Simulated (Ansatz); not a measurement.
# BH2OSe: the cost of one run

All numbers below are computed with Ansatz 0.2.0 (RKS PBE/def2-TZVP).

**1. The system as given**

Bond lengths: O1–B2 1.414 Å, B2–Se3 1.690 Å, O1–H4 0.974 Å, O1–H5 0.974 Å. Angles: O1–B2–Se3 178.2°, B2–O1–H4 119.7°, B2–O1–H5 119.7°, H4–O1–H5 114.1°.

As a file:

```xyz
5

O    -0.4665    0.4687   -0.2719
B     0.3593   -0.4748    0.3827
Se    1.3109   -1.6051    1.2039
H    -0.2241    1.4115   -0.2603
H    -0.9796    0.1997   -1.0544
```

**2. End point A**

input.yaml reads:

```yaml
crystal:
  periodic: [false, false, false]
  atoms:
    - { symbol: O, position_ang: [-0.46649, 0.46868, -0.27192] }
    - { symbol: B, position_ang: [0.3593, -0.47475, 0.38273] }
    - { symbol: Se, position_ang: [1.31088, -1.60514, 1.20393] }
    - { symbol: H, position_ang: [-0.22412, 1.4115, -0.26031] }
    - { symbol: H, position_ang: [-0.97958, 0.1997, -1.05443] }
total_charge: 1
basis:
  gaussian: { orbitals: def2-TZVP }
hamiltonian:
  xc: pbe
relax:
  f_tol: 0.02
  max_steps: 50
```

On the command line:

```
$ ansatz run input.yaml --threads 2 --pin off --max-ram 3072MiB --backend cpu --events-out ev --progress --plain --runs-dir out
```

**Question.** How long does this run take on 2 threads of Arm Neoverse N1, shared host, and how much memory does it need?

About 14 s, with a peak of 0.18 GiB.
